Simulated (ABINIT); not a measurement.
# SnSe2 (P-3m1) in ABINIT: a series of runs, part 3 of 3

ABINIT 10.8.3 (patched build).

**6. Band structure, BLYP**

run.abi reads:

```
# Datasets: ground state, then fixed potential
ndtset 2

# Pseudopotentials
pp_dirpath "./"
pseudos "Sn.GGA_PBE-JTH.xml, Se.GGA_PBE-JTH.xml"

# Structure
acell 3*1.0
rprim
     7.2017462609     0.0000000000     0.0000000000
    -3.6008731305     6.2368952135     0.0000000000
     0.0000000000     0.0000000000    11.5953595007
ntypat 2
znucl 50 34
natom 3
typat 1 2 2
xred
     0.0000000000     0.0000000000     0.0000000000
     0.6666666667     0.3333333333     0.7510000000
     0.3333333333     0.6666666667     0.2490000000

# Plane-wave basis
ecut 707.496042 eV
pawecutdg 48.0
pawxcdev 0

# Exchange and correlation
ixc -106131

# Bands and occupations
occopt 3
tsmear 0.00183747

# SCF cycle
nstep 100

# Output
iomode 3
prtwf 0
prteig 0
prtebands 0
enunit 1
prtden1 1
prtvha1 1
prtvclmb1 1
prtpot1 1

# Dataset 1
kptopt1 1
ngkpt1 8 8 5
nshiftk1 1
shiftk1 0.0 0.0 0.0
nband1 17
tolvrs1 1.0e-9

# Dataset 2: bands along G-M-K-G-A-L-H-A
iscf2 -2
getden2 1
nband2 23
nbdbuf2 4
tolwfr2 1.0e-11
kptopt2 -7
ndivsm2 6
prteig2 1
prtvol2 -3
kptbounds2
     0.0000000000     0.0000000000     0.0000000000
     0.5000000000     0.0000000000     0.0000000000
     0.3333333333     0.3333333333     0.0000000000
     0.0000000000     0.0000000000     0.0000000000
     0.0000000000     0.0000000000     0.5000000000
     0.5000000000     0.0000000000     0.5000000000
     0.3333333333     0.3333333333     0.5000000000
     0.0000000000     0.0000000000     0.5000000000
```

Potentials or basis: JTH PAW PBE v2.0.

The run is started by

```console
$ abinit run.abi > log 2>&1
```

run.abo:

```text
.Version 10.8.3 of ABINIT
 DATASET    1 : space group P-3 m 1 (#164); Bravais hP (primitive hexag.)
================================================================================
 Values of the parameters that define the memory need for DATASET  1.
     intxc =       0    ionmov =       0      iscf =      17    lmnmax =      18
     lnmax =       6     mgfft =      54  mpssoang =       3    mqgrid =    3617
     natom =       3  nloc_mem =       2    nspden =       1   nspinor =       1
    nsppol =       1      nsym =      12    n1xccc =       1    ntypat =       2
    occopt =       3   xclevel =       2
       mpw =        3316          nfft =       69984          nkpt =          40
 PAW method is used; the additional fine FFT grid is defined by:
   mgfftf=        75    nfftf =    172800
================================================================================
================================================================================

 DATASET    2 : space group P-3 m 1 (#164); Bravais hP (primitive hexag.)
================================================================================
 Values of the parameters that define the memory need for DATASET  2.
     intxc =       0    ionmov =       0      iscf =      -2    lmnmax =      18
     lnmax =       6     mgfft =      54  mpssoang =       3    mqgrid =    3617
     natom =       3  nloc_mem =       2    nspden =       1   nspinor =       1
    nsppol =       1      nsym =      12    n1xccc =       1    ntypat =       2
    occopt =       3   xclevel =       2
       mpw =        3329          nfft =       69984          nkpt =          67
 PAW method is used; the additional fine FFT grid is defined by:
   mgfftf=        75    nfftf =    172800
================================================================================
================================================================================

--------------------------------------------------------------------------------
------------- Echo of variables that govern the present computation ------------
--------------------------------------------------------------------------------
 -outvars: echo values of preprocessed input variables --------
            acell      1.0000000000E+00  1.0000000000E+00  1.0000000000E+00 Bohr
              amu      1.18710000E+02  7.89600000E+01
             ecut      2.60000000E+01 Hartree
           enunit           1
           getden1          0
           getden2          1
             iscf1         17
             iscf2         -2
              ixc     -106131
           jdtset        1    2
           kptopt1          1
           kptopt2         -7
         kptrlatt        8    0    0      0    8    0      0    0    5
          kptrlen1     5.76139701E+01
          kptrlen2     3.00000000E+01
            natom           3
            nband1         17
            nband2         23
           nbdbuf1          0
           nbdbuf2          4
           ndtset           2
           ndivsm1          0
           ndivsm2          6
            ngfft          36      36      54
          ngfftdg          48      48      75
             nkpt1         40
             nkpt2         67
            nstep         100
             nsym          12
           ntypat           2
           occopt           3
        pawecutdg      4.80000000E+01 Hartree
         pawxcdev           0
[... 810 lines left out ...]
  7.4072E-02  1.6961E-01  1.9353E-01  2.4333E-01  2.4333E-01  3.8866E-01
  3.9897E-01  3.9897E-01  4.2227E-01  4.9420E-01  5.0920E-01

--- !ResultsGS
iteration_state: {dtset: 2, }
comment   : Summary of ground state results
lattice_vectors:
- [  7.2017463,   0.0000000,   0.0000000, ]
- [ -3.6008731,   6.2368952,   0.0000000, ]
- [  0.0000000,   0.0000000,  11.5953595, ]
lattice_lengths: [   7.20175,    7.20175,   11.59536, ]
lattice_angles: [ 90.000,  90.000, 120.000, ] # degrees, (23, 13, 12)
lattice_volume:   5.2082339E+02
convergence: {deltae:  0.000E+00, res2:  0.000E+00, residm:  9.995E-12, diffor:  0.000E+00, }
etotal    :  -8.87700728E+01
entropy   :   0.00000000E+00
fermie    :   9.70743588E-02
cartesian_stress_tensor: null
pressure_GPa: null
xred      :
- [  0.0000E+00,   0.0000E+00,   0.0000E+00, Sn]
- [  6.6667E-01,   3.3333E-01,   7.5100E-01, Se]
- [  3.3333E-01,   6.6667E-01,   2.4900E-01, Se]
cartesian_forces: null
force_length_stats: {min: null, max: null, mean: null, }
...

 Integrated electronic density in atomic spheres:
 ------------------------------------------------
 Atom  Sphere_radius  Integrated_density
    1        2.51086         11.94155320
    2        2.21132          3.97952877
    3        2.21132          3.97952877

================================================================================

 ----iterations are completed or convergence reached----

 Mean square residual over all n,k,spin=   59.510E-13; max=  99.955E-13
 reduced coordinates (array xred) for    3 atoms
       0.000000000000      0.000000000000      0.000000000000
       0.666666666667      0.333333333333      0.751000000000
       0.333333333333      0.666666666667      0.249000000000

 cartesian coordinates (angstrom) at end:
    1      0.00000000000000     0.00000000000000     0.00000000000000
    2      1.90549999868555     1.10014093717839     4.60813599687231
    3     -0.00000000001764     2.20028187435677     1.52786399896299
 length scales=  1.000000000000  1.000000000000  1.000000000000 bohr
              =  0.529177210544  0.529177210544  0.529177210544 angstroms
 Eigenvalues (   eV  ) for nkpt=  67  k points:
 kpt#   1, nband= 23, wtk=  1.00000, kpt=  0.0000  0.0000  0.0000 (reduced coord)
 -19.07181  -19.07181  -19.02921  -19.01715  -19.01715  -11.77247  -10.03969   -3.84132
   1.52402    1.52402    1.86040    1.86040    2.20808    3.24412    5.30107    6.89391
   6.89391   10.63463   11.44108   11.44108   11.99852   12.67055   13.18934
 kpt#   2, nband= 23, wtk=  1.00000, kpt=  0.0455  0.0000  0.0000 (reduced coord)
 -19.07281  -19.07104  -19.02863  -19.01771  -19.01708  -11.75192  -10.02595   -3.83749
   1.20675    1.40444    1.76009    1.93494    2.22693    3.47767    5.44911    6.81473
   6.93780   10.72098   11.13735   11.47195   11.99007   12.52218   13.04222
 kpt#   3, nband= 23, wtk=  1.00000, kpt=  0.0909  0.0000  0.0000 (reduced coord)
 -19.07571  -19.06874  -19.02688  -19.01912  -19.01674  -11.69064   -9.98582   -3.82938
   0.61050    1.17237    1.43840    2.03765    2.23594    3.93871    5.78282    6.67590
   7.06038   10.57742   10.91389   11.54851   11.86106   12.24535   12.88200
 kpt#   4, nband= 23, wtk=  1.00000, kpt=  0.1364  0.0000  0.0000 (reduced coord)
 -19.08063  -19.06534  -19.02480  -19.02053  -19.01610  -11.58972   -9.92264   -3.82790
  -0.02394    0.90997    1.01046    2.10247    2.21622    4.33742    5.97808    6.81387
   7.23538   10.05198   10.89573   11.63968   11.78744   12.17237   12.90797
 kpt#   5, nband= 23, wtk=  1.00000, kpt=  0.1818  0.0000  0.0000 (reduced coord)
[... 237 lines left out ...]
   0.18540    0.64779    0.77878    1.50106    1.88930    4.61176    6.09507    7.20083
   7.27421    9.58202   10.69680   11.31916   11.93363   13.36651   13.92481
 kpt#  65, nband= 23, wtk=  1.00000, kpt=  0.0513  0.0513  0.5000 (reduced coord)
 -19.07543  -19.06892  -19.02677  -19.01907  -19.01668  -11.52467  -10.31208   -3.04248
   0.22698    1.00805    1.12747    1.67443    1.98000    4.65514    5.76079    6.86834
   6.89862   10.01605   10.67800   11.06520   12.04147   13.47339   13.66678
 kpt#  66, nband= 23, wtk=  1.00000, kpt=  0.0256  0.0256  0.5000 (reduced coord)
 -19.07266  -19.07098  -19.02844  -19.01755  -19.01697  -11.58233  -10.35567   -2.97519
   0.20701    1.30711    1.36728    1.89451    2.01495    4.63799    5.41995    6.67668
   6.68586   10.51223   10.61288   10.90778   11.79267   13.46109   13.72605
 kpt#  67, nband= 23, wtk=  1.00000, kpt=  0.0000  0.0000  0.5000 (reduced coord)
 -19.07177  -19.07177  -19.02899  -19.01706  -19.01706  -11.60167  -10.37049   -2.95376
   0.19652    1.43308    1.43308    2.01560    2.01560    4.61519    5.26618    6.62141
   6.62141   10.57590   10.85659   10.85659   11.49042   13.44776   13.85604

== END DATASET(S) ==============================================================
================================================================================

 -outvars: echo values of variables after computation  --------
            acell      1.0000000000E+00  1.0000000000E+00  1.0000000000E+00 Bohr
           etotal1    -8.8770072782E+01
            fcart1     9.9703419166E-29 -4.0294657126E-28 -0.0000000000E+00
                      -7.9762735332E-28 -2.3025518359E-28 -2.0666333586E-02
                       6.9792393416E-28  6.3320175485E-28  2.0666333586E-02
            rprim      7.2017462609E+00  0.0000000000E+00  0.0000000000E+00
                      -3.6008731305E+00  6.2368952135E+00  0.0000000000E+00
                       0.0000000000E+00  0.0000000000E+00  1.1595359501E+01
           strten1    -3.2048996797E-04 -3.2048996784E-04 -3.2729144180E-04
                       0.0000000000E+00  0.0000000000E+00  6.5135017153E-14
           xangst      0.0000000000E+00  0.0000000000E+00  0.0000000000E+00
                       1.9054999987E+00  1.1001409372E+00  4.6081359969E+00
                      -1.7639782332E-11  2.2002818744E+00  1.5278639990E+00
             xred      0.0000000000E+00  0.0000000000E+00  0.0000000000E+00
                       6.6666666667E-01  3.3333333333E-01  7.5100000000E-01
                       3.3333333333E-01  6.6666666667E-01  2.4900000000E-01
 Calculation completed.
```

Run time: 2.9 min. Hardware: 1 thread of Arm Neoverse V1, shared host; peak memory 0.21 GiB.

What came out:

```yaml
Free_energy: -2415.5567 eV
Pressure: 9.5 GPa
Largest_force: 1.063 eV/Å
Band_gap_on_the_k_mesh: 0.80 eV, indirect (least direct gap 1.04 eV)
Band_gap_along_the_path: 0.82 eV, indirect (least direct gap 1.04 eV)
Valence_electrons_inside_the_program's_atomic_spheres: Sn 11.94; Se 3.98
```

Forces on the atoms (eV/Å):
```
Sn   0.000  0.000  0.000
Se   0.000  0.000 -1.063
Se   0.000  0.000  1.063
```

Levels at the corners of the path, in eV from the valence-band top:
```tsv
point	band 9	band 10	band 11	band 12	band 13	band 14	band 15	band 16	band 17	band 18
Γ	-0.74	-0.74	-0.40	-0.40	-0.05	0.98	3.04	4.63	4.63	8.37
M	-4.42	-2.89	-2.67	-1.20	-0.32	1.13	3.85	5.46	5.65	7.25
K	-3.64	-3.64	-3.33	-1.53	-1.53	1.35	6.63	6.63	7.16	7.56
Γ	-0.74	-0.74	-0.40	-0.40	-0.05	0.98	3.04	4.63	4.63	8.37
A	-2.07	-0.83	-0.83	-0.25	-0.25	2.35	3.00	4.36	4.36	8.31
L	-4.86	-2.50	-1.98	-0.85	-0.71	0.82	4.33	4.88	6.10	6.31
H	-4.15	-4.15	-3.69	-0.39	-0.39	2.43	4.78	4.78	6.22	8.36
A	-2.07	-0.83	-0.83	-0.25	-0.25	2.35	3.00	4.36	4.36	8.31
```

Caveat: the PAW data sets were made with another functional, which shifts forces and pressure a little; spin-orbit coupling is left out, which moves the levels of the heavy elements; this functional lacks dispersion, which binds the layers, so the pressure and a relaxed spacing across them are unreliable.

**7. Summary**

| level | gap on the mesh (eV) | pressure (GPa) | largest force (eV/Å) |
| --- | --- | --- | --- |
| PBE | 0.81 | 5.4 | 0.79 |
| LDA | 0.67 | 0.7 | 0.50 |
| PBEsol | 0.74 | 2.3 | 0.61 |
| RPBE | 0.89 | 7.2 | 0.83 |
| BLYP | 0.80 | 9.5 | 1.06 |

Alike in all rows: task band structure; potentials or basis JTH PAW PBE v2.0; no spin polarisation; cell as given; k mesh 8 × 8 × 5; cutoff (eV) 707; smearing fermi-dirac 0.05 eV.

On the cell as given the gap runs from 0.67 eV (LDA) to 0.89 eV (RPBE). The pressure there spans 0.7 GPa (LDA) to 9.5 GPa (BLYP); a positive pressure means that this level wants a larger cell, a negative one a smaller.

Caveats: spin-orbit coupling is left out, which moves the levels of the heavy elements; this functional lacks dispersion, which binds the layers, so the pressure and a relaxed spacing across them are unreliable (some runs); the PAW data sets were made with another functional, which shifts forces and pressure a little (some runs).

Total energies depend on the potentials used, so only differences within one code and one set of settings carry meaning.
